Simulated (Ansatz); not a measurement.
# ZnSb2O: a closer look at a trial structure

The task, for ZnSb2O: see whether it has a gap, which orbitals make up the states near it and how charge is shared.

Program: Ansatz 0.2.0. Level of theory: DFT PBE, scalar-relativistic, plane waves, PAW. These are calculated values, not measurements.

**1. Starting point**

The structure is hexagonal, space group P6mm (No. 183). Conventional cell: a = 5.454 Å, b = 5.454 Å, c = 3.509 Å, α = 90.00°, β = 90.00°, γ = 120.00°. Zn (site symmetry 6mm) is surrounded by 2 O at 1.75 to 1.76 Å. Sb (site symmetry 3m) is surrounded by 5 Sb at 3.15 to 3.51 Å and 3 O at 3.17 Å and 3 Zn at 3.43 Å. O (site symmetry 6mm) has 2 Zn at 1.75 to 1.76 Å as nearest neighbours.

Coordinates:

```cif
data_structure
_symmetry_space_group_name_H-M 'P 1'
_symmetry_Int_Tables_number 1
_cell_length_a 5.4544
_cell_length_b 5.4544
_cell_length_c 3.5087
_cell_angle_alpha 90.000
_cell_angle_beta 90.000
_cell_angle_gamma 120.000
_cell_volume 90.40
loop_
_atom_site_label
_atom_site_type_symbol
_atom_site_fract_x
_atom_site_fract_y
_atom_site_fract_z
_atom_site_occupancy
Zn1 Zn 0.00000 0.00000 0.59039 1
Sb1 Sb 0.33333 0.66667 0.98045 1
Sb2 Sb 0.66667 0.33333 0.98045 1
O1 O 0.00000 0.00000 0.09213 1
```

The cell was relaxed beforehand at this level, from a generated guess; it is a trial structure. At a tolerance of 0.05 Å it has space group P6mm (No. 183); it has 22.60 Å³/atom, an uncorrected energy of -0.19 eV/atom over the elements.

**2. Bands, states and charges**

input.yaml

```yaml
crystal:
  lattice:
    - [5.4544012798, 0.0, 0.0]
    - [-2.7272006399, 4.7236500707, 0.0]
    - [0.0, 0.0, 3.5087497919]
  atoms:
    - { symbol: Zn, position: [0.0, 0.0, 0.5903946629] }
    - { symbol: Sb, position: [0.3333333333, 0.6666666667, -0.0195475424] }
    - { symbol: Sb, position: [0.6666666667, 0.3333333333, -0.0195475424] }
    - { symbol: O, position: [0.0, 0.0, 0.0921315619] }
basis:
  ecutwfc: 420
kpoints:
  mp_grid: { grid: [12, 12, 14] }
  band_path:
    path:
      - [[0.0, 0.0, 0.0], [0.5, 0.0, 0.0], [0.33333333, 0.33333333, 0.0], [0.0, 0.0, 0.0], [0.0, 0.0, 0.5], [0.5, 0.0, 0.5], [0.33333333, 0.33333333, 0.5], [0.0, 0.0, 0.5]]
      - [[0.5, 0.0, 0.5], [0.5, 0.0, 0.0]]
      - [[0.33333333, 0.33333333, 0.5], [0.33333333, 0.33333333, 0.0]]
    npoints: 14
hamiltonian:
  xc: pbe
scf:
  occupations: { method: gaussian, width: 0.1 }
  n_extra_bands: 10
output:
  forces: true
  stress: true
  eigenvalues: true
  populations: true
  dos: { projected: true, de: 0.02, nscf_kmesh: { grid: [15, 15, 17] } }
  bader: true
  write_density: true
  write_potential: true
  elf: true
  volumetric_format: npy
```

The run is started by

```sh
ansatz run input.yaml --threads 1 --pin off --max-ram 2560MiB --backend cpu --events-out ev --progress --plain --runs-dir out
```

**Question.** What will these runs give? Wanted: gap; states at the Fermi level; Bader charges.

As calculated:

```
                 quantity                          value
                      gap                   none (metal)
states at the Fermi level           1.33 per eV per cell
            Bader charges  Zn +1.09, Sb +0.05, O -1.19 e
```

Bands cross the Fermi level: a metal at this level of theory. Of the projected weight within 0.25 eV of the Fermi level, the largest part is Sb 5p (75 %). Bader charges reach 1.2 e, so charge transfer in this metal is strong. Spin-orbit coupling is left out, which matters for the bands of Sb.
